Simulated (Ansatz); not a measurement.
# BGeH7SSeSi: the cost of one run

Program: Ansatz 0.2.0. Level of theory: RHF/def2-mTZVP. These are calculated values, not measurements.

## (1) Starting point

Bond lengths: B1–S2 1.857 Å, S2–Ge3 2.245 Å, Ge3–Si4 2.379 Å, Ge3–Se5 2.328 Å, B1–H6 1.260 Å, B1–H7 1.167 Å, Ge3–H8 1.515 Å, Si4–H9 1.434 Å, Si4–H10 1.428 Å, Si4–H11 1.497 Å, Se5–H12 1.542 Å. Angles (14 of 17 angles, heavy atoms first): B1–S2–Ge3 93.6°, S2–Ge3–Si4 108.0°, S2–Ge3–Se5 111.2°, Si4–Ge3–Se5 110.8°, S2–B1–H6 118.2°, S2–B1–H7 124.3°, S2–Ge3–H8 107.2°, Si4–Ge3–H8 108.0°, Se5–Ge3–H8 111.6°, Ge3–Si4–H9 108.0°, Ge3–Si4–H10 107.6°, Ge3–Si4–H11 104.1°, Ge3–Se5–H12 90.6°, H6–B1–H7 117.4°.

As a file:

```xyz
12

B     0.6644    1.7277    1.1422
S     0.1425    0.3253    2.2413
Ge   -0.8368   -0.8064    0.5676
Si    0.8244   -1.2792   -1.0686
Se   -2.5868    0.4150   -0.3627
H    -0.1370    2.6856    0.9773
H     1.6794    1.7711    0.5685
H    -1.3190   -2.1240    1.1391
H     1.8674   -2.0327   -0.4352
H     1.2610   -0.0326   -1.6124
H     0.1000   -2.0857   -2.1012
H    -1.5825    1.3809   -1.0220
```

## (2) End point A

The input, input.yaml:

```yaml
crystal:
  periodic: [false, false, false]
  atoms:
    - { symbol: B, position_ang: [0.6644, 1.7277, 1.1422] }
    - { symbol: S, position_ang: [0.1425, 0.3253, 2.2413] }
    - { symbol: Ge, position_ang: [-0.8368, -0.8064, 0.5676] }
    - { symbol: Si, position_ang: [0.8244, -1.2792, -1.0686] }
    - { symbol: Se, position_ang: [-2.5868, 0.415, -0.3627] }
    - { symbol: H, position_ang: [-0.137, 2.6856, 0.9773] }
    - { symbol: H, position_ang: [1.6794, 1.7711, 0.5685] }
    - { symbol: H, position_ang: [-1.319, -2.124, 1.1391] }
    - { symbol: H, position_ang: [1.8674, -2.0327, -0.4352] }
    - { symbol: H, position_ang: [1.261, -0.0326, -1.6124] }
    - { symbol: H, position_ang: [0.1, -2.0857, -2.1012] }
    - { symbol: H, position_ang: [-1.5825, 1.3809, -1.022] }
basis:
  gaussian: { orbitals: def2-mTZVP }
hamiltonian:
  xc: hf
relax:
  f_tol: 0.015
  max_steps: 40
```

On the command line:

```sh
$ ansatz run input.yaml --threads 2 --pin off --max-ram 3072MiB --backend cpu --events-out ev --progress --plain --runs-dir out
```

What time and memory should one allow on 2 threads of Arm Neoverse V1, shared host?

About 3.1 min, with a peak of 0.53 GiB.
